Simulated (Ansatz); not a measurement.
Crystal: Fe4Si.

```xyz
5
Lattice="0.0000 2.0276 9.4663 1.5219 0.0000 9.4663 1.5219 2.0276 0.0000" Properties=species:S:1:pos:R:3 pbc="T T T"
Fe    1.5219    2.0276   11.2473
Fe    1.5219    2.0276    3.7481
Fe    1.5219    2.0276   15.1846
Fe    1.5219    2.0276    7.6854
Si    0.0000    0.0000    0.0000
```

The cell comes from a database or a generator and needn't be the stable form of this composition.

Base run:

```yaml
Program: Ansatz 0.2.0
Functional: PBEsol
Potentials_or_basis: PseudoDojo standard (PBEsol files)
Cutoff: 1225 eV
Density_cutoff: 4898 eV
k_mesh: 11 × 11 × 11
Occupations: fermi-dirac, width 0.05 eV
Spin: collinear spin, ferromagnetic start
Starting_moments: "[3.0, 3.0, 3.0, 3.0, 0.0] μB"
```

Its results: band gap on the k mesh none (metal or under the smearing width); pressure -8.3 GPa; net moment 9.04 μB per cell; site moments Fe +2.00, +2.63; Si -0.07 μB; largest force 0.083 eV/Å.

The run is repeated on the same cell with these changes: potentials or basis from PseudoDojo standard (PBEsol files) to Ansatz PAW; cutoff from 1225 eV to 420 eV; density cutoff from 4898 eV to 1680 eV. What comes out?

Band gap on the k mesh none (metal or under the smearing width); pressure -9.2 GPa; net moment 8.81 μB per cell; site moments Fe +1.91, +2.57; Si -0.06 μB; largest force 0.059 eV/Å.

Caveats: the PAW data sets come from PBE, with cores solved anew for the run's functional, which leaves a small shift of forces and pressure (some runs).

Not every run made on this cell is shown here.
